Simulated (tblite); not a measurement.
# C4H12FPSi2: the cost of one run

Programs: tblite 0.8.0 and PySCF 2.14.0, with density-fitted response routines of our own. Each step states its level of theory. These are calculated values for one molecule in the gas phase, unless marked as measured. Atoms are numbered from 0 throughout.

### Step 1. Starting geometry

20 atoms, charge 0, multiplicity 1; geometry from: force field or distance geometry start.

Bonds of the start (Å): F0–C1 1.35, C1–C2 1.57, C2–C3 1.55, C3–Si4 1.92, Si4–Si5 2.30, Si5–P6 2.23, C3–C7 1.54, C7–C1 1.55, C1–H8 1.08, C2–H9 1.09, C2–H10 1.09, C3–H11 1.08, Si4–H12 1.48, Si4–H13 1.48, Si5–H14 1.48, Si5–H15 1.50, P6–H16 1.42, P6–H17 1.42, C7–H18 1.10, C7–H19 1.09.

### Step 2. Geometry optimisation with GFN2-xTB

What the job is given:

```
{"job": {"kind": "relax", "xc": "GFN2-xTB", "basis": "xTB"}, "charge": 0, "multiplicity": 1}
F     -3.833200     0.654700     0.500800
C     -2.698400     0.847500    -0.195300
C     -1.381900     0.805000     0.654500
C     -0.726100     0.084800    -0.545800
Si     0.517700    -1.307200    -0.084400
Si     2.422200    -0.379400     0.804700
P      3.384600     1.034200    -0.625200
C     -2.137400    -0.391100    -0.929500
H     -2.745400     1.725600    -0.830600
H     -0.976000     1.787800     0.900500
H     -1.497100     0.227800     1.575300
H     -0.297700     0.765600    -1.270800
H      0.853400    -2.078000    -1.306500
H     -0.095900    -2.248600     0.876000
H      3.426900    -1.417200     1.135800
H      2.103100     0.384200     2.054600
H      4.595700     1.213500     0.090500
H      3.902900     0.057900    -1.512400
H     -2.477900    -1.339800    -0.486700
H     -2.344800    -0.416400    -2.001700
```

On the command line:

```sh
> OMP_NUM_THREADS=1 python probes_run.py task.json out
```

The driver reads the jobs from task.json and runs them one after another.

**Question.** How long does this first job take on 1 thread of Intel Xeon at 2.50GHz, shared host, and how much memory does it need?

About 4.5 s, with a peak of 0.18 GiB.
